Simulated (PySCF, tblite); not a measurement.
# C4H10SSi: geometry, infrared bands and NMR shifts

Wanted: the infrared bands and NMR shifts of C4H10SSi (`CC[SiH]1CSC1`), by calculation.

The runs use tblite 0.8.0 and PySCF 2.14.0, with density-fitted response routines of our own; the level of theory stands in each step. All values are computed, except where a source is named. Atoms count from 0, in the outputs and in this text.

## (1) The molecule as given

16 atoms, charge 0, multiplicity 1; geometry from: force field or distance geometry start.

Bonds of the start (Å): C0–C1 1.53, C1–Si2 1.84, Si2–C3 1.88, C3–S4 1.81, S4–C5 1.82, C5–Si2 1.85, C0–H6 1.11, C0–H7 1.11, C0–H8 1.11, C1–H9 1.11, C1–H10 1.12, Si2–H11 1.48, C3–H12 1.09, C3–H13 1.11, C5–H14 1.10, C5–H15 1.09.

## (2) Geometry optimisation with GFN2-xTB

Job settings and geometry (Å):

```
{"job": {"kind": "relax", "xc": "GFN2-xTB", "basis": "xTB"}, "charge": 0, "multiplicity": 1}
C      2.343900    -0.236000    -0.122500
C      1.019600    -0.531300     0.581600
Si    -0.396300     0.059400    -0.425900
C     -1.983700    -0.927300    -0.246500
S     -2.856800     0.661200    -0.229200
C     -1.323300     1.536800     0.205500
H      2.203600    -0.276900    -1.220800
H      3.126600    -0.945600     0.225700
H      2.606400     0.812400     0.143800
H      1.032700     0.035400     1.532700
H      0.956500    -1.627200     0.799300
H     -0.048400     0.273200    -1.843400
H     -2.212400    -1.595500    -1.075400
H     -2.092900    -1.426000     0.743100
H     -1.272300     1.755200     1.286100
H     -1.110700     2.441200    -0.365700
```

Started as:

```
> OMP_NUM_THREADS=1 python probes_run.py task.json out
```

The driver reads the jobs from task.json and runs them one after another.

**Question.** This job is followed by: GFN2-xTB harmonic vibrations, gas phase; GIAO PBE0/pcSseg-1 NMR shielding, non-relativistic, gas phase. Predict these results of the whole session: strongest single infrared mode (GFN2-xTB); zero-point energy (GFN2-xTB); ¹³C shifts against TMS (PBE0/pcSseg-1, means over atoms taken as alike); ¹H shifts against TMS (PBE0/pcSseg-1, means over atoms taken as alike); ²⁹Si shifts against TMS (PBE0/pcSseg-1); ³³S shifts against CS2 (PBE0/pcSseg-1).

The runs gave:

```
                                                               quantity                             value
                              strongest single infrared mode (GFN2-xTB)             2231 cm⁻¹, 312 km/mol
                                           zero-point energy (GFN2-xTB)                     80.3 kcal/mol
¹³C shifts against TMS (PBE0/pcSseg-1, means over atoms taken as alike)               19.0, 13.0, 8.3 ppm
 ¹H shifts against TMS (PBE0/pcSseg-1, means over atoms taken as alike)  5.41, 2.58, 2.41, 1.10, 1.03 ppm
                                ²⁹Si shifts against TMS (PBE0/pcSseg-1)                           9.1 ppm
                                 ³³S shifts against CS2 (PBE0/pcSseg-1)                           -37 ppm
```

**Reading.** The optimisation took 138 steps and gained 0.462 eV; among the close pairs (by a distance rule), C1–Si2 changed most, from 1.835 to 1.898 Å. No mode is imaginary among the 42: a minimum at this level. The strongest single mode, at 2231 cm⁻¹, moves mainly H11. GFN2-xTB is a fitted tight-binding method: band positions and strengths are rough. Its intensities can rank the bands wrongly. At PBE0/pcSseg-1: Shielding is most anisotropic at S4 (span 580 ppm, paramagnetic term -514 ppm).
